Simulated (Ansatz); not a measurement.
SnSe2:

```xyz
3
Lattice="3.8110 0.0000 0.0000 -1.9055 3.3004 0.0000 0.0000 0.0000 6.1360" Properties=species:S:1:pos:R:3 pbc="T T T"
Sn    0.0000    0.0000    0.0000
Se    1.9055    1.1001    4.6081
Se    0.0000    2.2003    1.5279
```

- Program: Ansatz 0.2.0
- Task: relaxation of cell and atoms
- Functional: BLYP
- Potentials or basis: Ansatz PAW
- Cutoff: 420 eV (not typed: the program's choice for these potentials)
- k mesh: 8 × 8 × 5
- Occupations: fermi-dirac, width 0.05 eV
- Spin: no spin polarisation

At the start: volume 25.73 Å³/atom.

How do energy, volume and symmetry change on relaxing?

It ends after 25 steps and the volume is 42.35 Å³/atom (+64.6 %); space group P-3m1 (No. 164, to 0.05 Å).

Step by step:
```csv
step,energy change (eV),largest force (eV/Å),volume (Å³)
1,0.0000,1.0548,77.18
2,-0.1819,0.9287,88.88
3,-0.2856,0.1402,95.00
4,-0.3269,0.0001,92.72
5,-0.3406,0.0073,93.04
6,-0.3457,0.0185,94.90
7,-0.3494,0.0130,98.74
8,-0.3495,0.0027,98.65
9,-0.3591,0.0067,98.65
10,-0.3639,0.0019,101.73
11,-0.3684,0.0189,105.58
12,-0.3701,0.0181,107.78
13,-0.3705,0.0915,112.49
14,-0.3719,0.0006,112.62
15,-0.3718,0.0030,113.32
16,-0.3719,0.0001,113.05
17,-0.3761,0.0021,113.05
18,-0.3775,0.0078,115.48
19,-0.3790,0.0290,119.52
20,-0.3800,0.0317,123.62
21,-0.3800,0.0181,127.64
22,-0.3799,0.0177,127.90
23,-0.3801,0.0000,127.47
24,-0.3802,0.0007,127.04
25,-0.3828,0.0025,127.04
```

Final structure:
```cif
data_structure
_symmetry_space_group_name_H-M 'P 1'
_symmetry_Int_Tables_number 1
_cell_length_a 3.9796
_cell_length_b 3.9796
_cell_length_c 9.2624
_cell_angle_alpha 90.000
_cell_angle_beta 90.000
_cell_angle_gamma 120.000
_cell_volume 127.04
loop_
_atom_site_label
_atom_site_type_symbol
_atom_site_fract_x
_atom_site_fract_y
_atom_site_fract_z
_atom_site_occupancy
Sn1 Sn 0.00000 0.00000 0.00000 1
Se1 Se 0.66667 0.33333 0.82697 1
Se2 Se 0.33333 0.66667 0.17303 1
```

Caveat: the volume moved by over 15 % at a fixed basis, so the end points are rough; the plane-wave basis is chosen anew once the cell has moved, so the energies of steps on either side of that aren't comparable; this functional lacks dispersion, which binds the layers, so the pressure and a relaxed spacing across them are unreliable, and here the layers came unbound; the volume moved by +65 % from the deposited cell, more than functionals usually miss; the PAW data sets come from PBE, with cores solved anew for the run's functional, which leaves a small shift of forces and pressure.
